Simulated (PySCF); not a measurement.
**PmS: from the state search to spectroscopic constants**

The task here is to estimate one member of a computed series from the others.

Computed with PySCF 2.14.0. Level: Pm x2c-SVPall, S x2c-SVPall, spin-free X2C with a Gaussian nucleus.

1 further run of the same task is left out (it didn't finish).

The first run:

The job is set up so:

| Quantity | Value |
| --- | --- |
| atoms | Pm, S |
| charge | 0 |
| basis | Pm x2c-SVPall, S x2c-SVPall |
| Hamiltonian | spin-free X2C with a Gaussian nucleus |
| basis functions | 103 |
| electrons treated | 77 |
| masses in u | 144.9127, 31.9721 |
| levels | PBE0, PBE, r²SCAN, BHandHLYP, MN15, CAM-B3LYP |
| grid | 80 radial by 434 angular points |
| occupations | held fixed by the projection of orbital angular momentum |
| dissociation limit | Pm + S, each in its ground configuration |
| starting distance in angstrom | 2.323 |
| values of 2S to try | 3, 5, 7 |

Started as:

```console
OMP_NUM_THREADS=2 python dia.py task.json out
```

Among the steps run: Set-up; The PBE0 curve of the state that the search chose; Higher solutions at PBE0; PBE; r²SCAN; BHandHLYP (global hybrid GGA); MN15; CAM-B3LYP.

One table of the session follows, with a row left open; its other results are not shown here.

It belongs to the step «Constants by level of theory». 

| level | Re (Å) | ωe (cm⁻¹) | De (eV) | μ (D) |
| --- | --- | --- | --- | --- |
| PBE | ? | ? | ? | ? |
| r²SCAN | 2.362 | 417 | 5.11 | -6.74 |
| PBE0 | 2.368 | 396 | 4.39 | -7.76 |
| CAM-B3LYP | 2.368 | 403 | 3.98 | -8.08 |

Estimate the missing values for PBE.

The run gave: Re (Å): 2.372; ωe (cm⁻¹): 405; De (eV): 4.88; μ (D): -6.69. In the column «Re (Å)» it is the highest.

De is counted to Pm + S in their ground configurations.
